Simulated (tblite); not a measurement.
# C10H26Si10: the cost of one run

Programs: tblite 0.8.0 and PySCF 2.14.0, with routines of our own; each step states its level. All values are computed. Atoms count from 0.

## (1) The starting structure

46 atoms, charge 0, multiplicity 1; geometry from: force field, distance geometry or constructed start.

## (2) Geometry optimisation with GFN2-xTB

Job settings and geometry (Å):

```
{"job": {"kind": "relax", "xc": "GFN2-xTB", "basis": "xTB"}, "charge": 0, "multiplicity": 1}
C     -3.078100    -0.853100     0.924600
Si    -3.086200    -0.848700    -0.968600
C     -3.077800     0.926400    -1.590000
Si    -3.083700     0.933100     1.549300
C      1.540500    -1.742500    -1.587600
C     -1.544800    -1.741800    -1.593600
C      3.083100    -0.849600     0.922900
Si     3.086400    -0.848600    -0.960200
C      0.002700    -0.853400     0.925800
Si    -0.002800    -0.852100    -0.960100
Si     1.539400    -1.742500     1.553400
Si    -1.544000    -1.743300     1.555500
C      3.079600     0.929400    -1.586000
C      0.002200     0.928100    -1.593700
C      1.539300     1.823800     0.926400
Si     1.539600     1.819300    -0.955400
Si     3.083400     0.930600     1.556400
C     -1.542600     1.815300     0.925200
Si    -1.542100     1.820500    -0.959200
Si     0.002800     0.929600     1.558200
H     -3.975300    -1.361300     1.291000
H     -4.259600    -1.528600    -1.441900
H     -3.079600     0.933300    -2.674400
H     -3.977200     1.438200    -1.229200
H     -4.258200     1.610100     1.076400
H     -3.089100     0.927800     2.998000
H      1.542200    -1.739000    -2.681700
H      1.540900    -2.768300    -1.226500
H     -1.540900    -1.740900    -2.683000
H     -1.540400    -2.768500    -1.224300
H      3.976600    -1.364500     1.288400
H      4.256800    -1.528800    -1.441500
H      1.540500    -1.741200     2.993600
H      1.543600    -3.100200     1.079200
H     -1.540300    -1.739500     2.992200
H     -1.541000    -3.096700     1.072600
H      3.082200     0.928800    -2.685100
H      3.973900     1.445000    -1.230300
H      0.001100     0.924800    -2.681100
H      1.536700     2.849700     1.290700
H      1.541400     3.174000    -1.437900
H      4.264600     1.601900     1.079200
H      3.087900     0.929700     2.991900
H     -1.538900     2.845800     1.287700
H     -1.545200     3.178000    -1.439300
H     -0.001900     0.930300     2.992100
```

Launch:

```console
> OMP_NUM_THREADS=2 python large_run.py task.json out
```

The driver reads the jobs from task.json and runs them one after another.

**Question.** How long does this first job take on 2 threads of Arm Neoverse N1, shared host, and how much memory does it need?

About 2.9 s, with a peak of 0.17 GiB.
